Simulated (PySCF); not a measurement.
# Dy(SH)3: other functionals and bases at one geometry

An exercise on one series of results from a longer session: the logs are not shown, and one member is left open.

The runs use PySCF 2.14.0; several levels, as the steps say, no spin–orbit coupling.

1 further run of the same task is left out (for a known fault of the program).

## Starting geometry

7 atoms, charge 0, spin multiplicity 1.

Bond lengths: Dy1–S2 2.577 Å, Dy1–S4 2.577 Å, Dy1–S6 2.577 Å, S2–H3 1.356 Å, S4–H5 1.356 Å, S6–H7 1.356 Å. Angles: S2–Dy1–S4 120.0°, S2–Dy1–S6 120.0°, S4–Dy1–S6 120.0°, Dy1–S2–H3 94.1°, Dy1–S4–H5 94.1°, Dy1–S6–H7 94.1°.

Coordinates:

```mol
DyH3S3
  3D, bonds by distance, orders not assigned

  7  6  0  0  0  0  0  0  0  0999 V2000
    0.0000    0.0000    0.8872 Dy  0  0
    2.5428    0.4168    0.9372 S   0  0
    2.8561   -0.9019    0.9563 H   0  0
   -1.6323    1.9937    0.9372 S   0  0
   -0.6470    2.9245    0.9563 H   0  0
   -0.9105   -2.4105    0.9372 S   0  0
   -2.2092   -2.0225    0.9563 H   0  0
  1  2  8  0
  1  4  8  0
  1  6  8  0
  2  3  8  0
  4  5  8  0
  6  7  8  0
M  END
```

Formal oxidation states: Dy +3. Each metal's 9 4f electrons lie in its core potential, so multiplicities, spins and levels count the valence alone. An earlier session relaxed this geometry at PBE0, Dy lcecp-1-SVP with ECP55, S def2-SVP, H def2-SVP (singlet, point group C3).

At PBE0 on the finer grid: E = -1232.812680 Eh, HOMO -7.45 eV, LUMO -2.45 eV, Mulliken charge on Dy1 +0.83 e, largest force component 0.021 eV/Å. 

Levels to run: BLYP; TPSS; PBE0, TZVP. Hardware: 2 threads of Intel Xeon Platinum 8488C (Sapphire Rapids), shared host.

The first run:

The input, run.py (the lines that set the calculation):

```python
mol = gto.M(atom='''
Dy     0.00000     0.00000     0.88716
S      2.54279     0.41676     0.93717
H      2.85615    -0.90192     0.95628
S     -1.63232     1.99374     0.93717
H     -0.64699     2.92446     0.95628
S     -0.91047    -2.41050     0.93717
H     -2.20916    -2.02254     0.95628''',
    basis={'Dy': 'lcecp-1-SVP', 'S': 'def2-SVP', 'H': 'def2-SVP'},
    ecp={'Dy': 'lcecp-1-SVP'},
    charge=0, spin=0)
mf = dft.RKS(mol, xc='BLYP')
mf.grids.atom_grid = (75, 302)  # f atoms: unpruned, at least (60, 302)
mf = mf.density_fit()  # fitting sets: Dy AutoAux, S def2-universal-JKFIT, H def2-universal-JKFIT
mf.conv_tol = 1e-08; mf.max_cycle = 55
mf.kernel(dm0)  # dm0: the density of the relaxed state
```

On the command line:

```
$ OMP_NUM_THREADS=2 python run.py
```

Among the steps run: BLYP; TPSS; PBE0, TZVP.

One of the session's tables, all rows but one given; the rest of the session is left out.

```
              level  HOMO (eV)  gap (eV)  charge on Dy1 (e)  dipole (D)  largest force component (eV/Å)
PBE0 (relaxed here)      -7.45      5.00               0.83        0.27                            0.02
               BLYP      -6.01      2.92               0.60        0.25                            0.41
               TPSS      -6.37      3.45               0.82        0.26                            0.20
         PBE0, TZVP          ?         ?                  ?           ?                               ?
```

Estimate the missing values for PBE0, TZVP.

As computed: HOMO (eV): -7.51; gap (eV): 5.06; charge on Dy1 (e): 1.25; dipole (D): 0.28; largest force component (eV/Å): 0.22. In the column «HOMO (eV)» it is the lowest.

In one basis the HOMO–LUMO gap runs from 2.92 eV (BLYP) to 5.00 eV (PBE0). The largest leftover force, 0.41 eV/Å with BLYP, stands at a geometry relaxed at another level. With 4f in the core, its levels are missing from HOMO and gap, and its count is fixed, so no charge can pass from the ligands into it. Total energies of different levels can't be compared.
